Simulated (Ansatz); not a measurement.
Relaxation of a periodic cell of 13 atoms, Ti$_{12}$H (host Ti, host structure hcp, interstitial H), to a largest force component of 0.08 eV/Å in at most 25 steps.

Level of theory: DFT PBE, scalar-relativistic, plane waves, PAW in Ansatz 0.2.0. Settings: accuracy low, cutoff 420 eV, k mesh 2x2x2, fermi-dirac smearing 0.15 eV, no spin polarisation.

```xyz
13
Lattice="5.9000 0.0000 0.0000 -4.4250 7.6643 0.0000 0.0000 0.0000 4.6846" Properties=species:S:1:pos:R:3:forces:R:3
Ti 0.000 0.000 0.000 0.04 -0.12 0.06
Ti 0.000 1.703 2.342 0.00 0.05 -0.03
Ti -1.475 2.555 0.000 0.01 0.07 0.03
Ti -1.475 4.258 2.342 -0.01 -0.04 -0.01
Ti -2.950 5.110 0.000 -0.07 0.01 0.07
Ti -2.950 6.813 2.342 -0.50 -0.28 -0.22
Ti 2.950 0.000 0.000 0.00 0.00 0.96
Ti 2.950 1.703 2.342 -0.01 0.85 -0.33
Ti 1.475 2.555 0.000 0.01 0.06 0.02
Ti 1.475 4.258 2.342 -0.02 -0.02 0.01
Ti 0.000 5.110 0.000 0.09 -0.02 0.05
Ti 0.000 6.813 2.342 0.88 -0.51 -0.36
H 3.006 0.012 2.913 -0.43 -0.04 -0.26
```

Question: Where does it end, and by what steps?

Answer: The run converged. The threshold is loose, so the end isn't yet a minimum. Limits of this set-up: coarse k mesh, odd electron count without spin, low accuracy level. After 3 steps the energy has fallen by 0.144 eV; H13 moved furthest, 0.10 Å.

```json
{"step": "0", "energy less start (eV)": "0.0000", "largest force component (eV/Å)": "0.959", "accepted": "yes"}
{"step": "1", "energy less start (eV)": "-0.1220", "largest force component (eV/Å)": "0.295", "accepted": "yes"}
{"step": "2", "energy less start (eV)": "-0.1429", "largest force component (eV/Å)": "0.087", "accepted": "yes"}
{"step": "3", "energy less start (eV)": "-0.1443", "largest force component (eV/Å)": "0.030", "accepted": "yes"}
```

```xyz
13
Lattice="5.9000 0.0000 0.0000 -4.4250 7.6643 0.0000 0.0000 0.0000 4.6846" Properties=species:S:1:pos:R:3
Ti 0.013 -0.016 0.017
Ti -0.006 1.696 2.337
Ti -1.455 2.572 0.003
Ti -1.466 4.275 2.351
Ti -2.953 5.095 0.033
Ti -3.011 6.770 2.335
Ti 2.962 -0.003 0.028
Ti 2.955 1.799 2.311
Ti 1.481 2.558 0.009
Ti 1.456 4.237 2.364
Ti 0.026 5.112 0.022
Ti 0.056 6.775 2.329
H 2.947 0.019 2.828
```

Whether the end is a true minimum wasn't checked by a vibrational analysis.

Time of the run: 34 s on 1 thread of Intel(R) Xeon(R) Platinum 8259CL CPU @ 2.50GHz (Skylake/Cascade Lake), with other jobs on the host, peak memory 0.6 GiB.
